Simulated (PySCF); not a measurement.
# C2H6S2W (WS2Me2): the cost of one run

Computed with PySCF 2.14.0 and routines of our own; the level stands in each step. Atoms count from 0.

## (1) The system as given

11 atoms, charge 0, multiplicity 1; geometry from: GFN2-xTB.

## (2) Relaxing the molecule at PBE0-D3(BJ)/def2-SVP

What the job is given:

```
{"job": {"xc": "PBE0", "basis": "def2-SVP", "d3": "d3bj", "grid": 1, "maxiter": 30, "shake": 0.03, "kind": "geom"}, "charge": 0, "multiplicity": 1}
W      0.692810    -0.074640     0.452820
S      0.641650     0.003000     2.616300
S      2.628110    -0.012240    -0.315400
C     -0.249840     1.805710    -0.265960
H      0.080170     2.706580     0.115430
H     -1.429860     1.821220     0.032070
H     -0.280450     1.882870    -1.357340
C     -0.306330    -1.785050    -0.248900
H     -0.462660    -1.789790    -1.279390
H     -1.376210    -1.908990     0.225610
H      0.160680    -2.734170     0.055630
```

Started as:

```bash
$ OMP_NUM_THREADS=1 python heavy_run.py task.json out
```

This one command runs all jobs of the session in turn.

**Question.** How long does this first job take on 1 thread of Arm Neoverse V2, shared host, and how much memory does it need?

About 1.8 min, with a peak of 0.51 GiB.
